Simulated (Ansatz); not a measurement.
# AlNi: the cost of one run

Method: DFT PBEsol, scalar-relativistic, in Ansatz 0.2.0.

## Step 1: The starting structure

Symmetry: Pm-3m, No. 221, cubic system. The conventional cell has a = 2.881 Å, b = 2.881 Å, c = 2.881 Å, α = 90.00°, β = 90.00°, γ = 90.00°. Around Al (site symmetry m-3m) lie 8 Ni at 2.50 Å. Around Ni (site symmetry m-3m) lie 8 Al at 2.50 Å.

Structure file:

```cif
data_structure
_symmetry_space_group_name_H-M 'Pm-3m'
_symmetry_Int_Tables_number 221
_cell_length_a 2.8810
_cell_length_b 2.8810
_cell_length_c 2.8810
_cell_angle_alpha 90.000
_cell_angle_beta 90.000
_cell_angle_gamma 90.000
_cell_volume 23.91
loop_
_atom_site_label
_atom_site_type_symbol
_atom_site_symmetry_multiplicity
_atom_site_Wyckoff_symbol
_atom_site_fract_x
_atom_site_fract_y
_atom_site_fract_z
_atom_site_occupancy
Al1 Al 1 a 0.00000 0.00000 0.00000 1
Ni1 Ni 1 b 0.50000 0.50000 0.50000 1
```

The file gives the conventional cell by its symmetry; the runs use the cell typed in the input.

Atoms are numbered in the order of the input: Al1, Ni2.

## Step 2: The deformed structure

Space group Pm-3m before, P4/mmm after.

## Step 3: Full-potential LAPW

File input.yaml:

```yaml
crystal:
  lattice:
    - [2.79457, 0.0, 0.0]
    - [0.0, 2.79457, 0.0]
    - [0.0, 0.0, 2.881]
  atoms:
    - { symbol: Al, position: [0.0, 0.0, 0.0] }
    - { symbol: Ni, position: [0.5, 0.5, 0.5], spin: 1.5 }
magnetization:
  spin_polarized: true
kpoints:
  mp_grid: { grid: [13, 13, 13] }
  band_path:
    path:
      - [0.0, 0.0, 0.0]
      - [0.0, 0.5, 0.0]
      - [0.5, 0.5, 0.0]
      - [0.0, 0.0, 0.0]
      - [0.0, 0.0, 0.5]
      - [0.0, 0.5, 0.5]
      - [0.5, 0.5, 0.5]
      - [0.0, 0.0, 0.5]
      - [0.0, 0.5, 0.0]
    npoints: 5
scf:
  occupations: { method: fermi_dirac, width: 0.05 }
hamiltonian:
  xc: pbesol
  pseudopotentials: { kind: all_electron, lapw: { basis_error: 0.0005 } }
output:
  forces: true
  stress: true
  eigenvalues: true
```

Launch:

```bash
> ansatz run input.yaml --threads 1 --pin off --max-ram 3072MiB --backend cpu --events-out ev --progress --plain --runs-dir out
```

**Question.** How long does this run take on 1 thread of Intel Xeon Platinum 8488C (Sapphire Rapids), shared host, and how much memory does it need?

About 73 s, with a peak of 0.87 GiB.
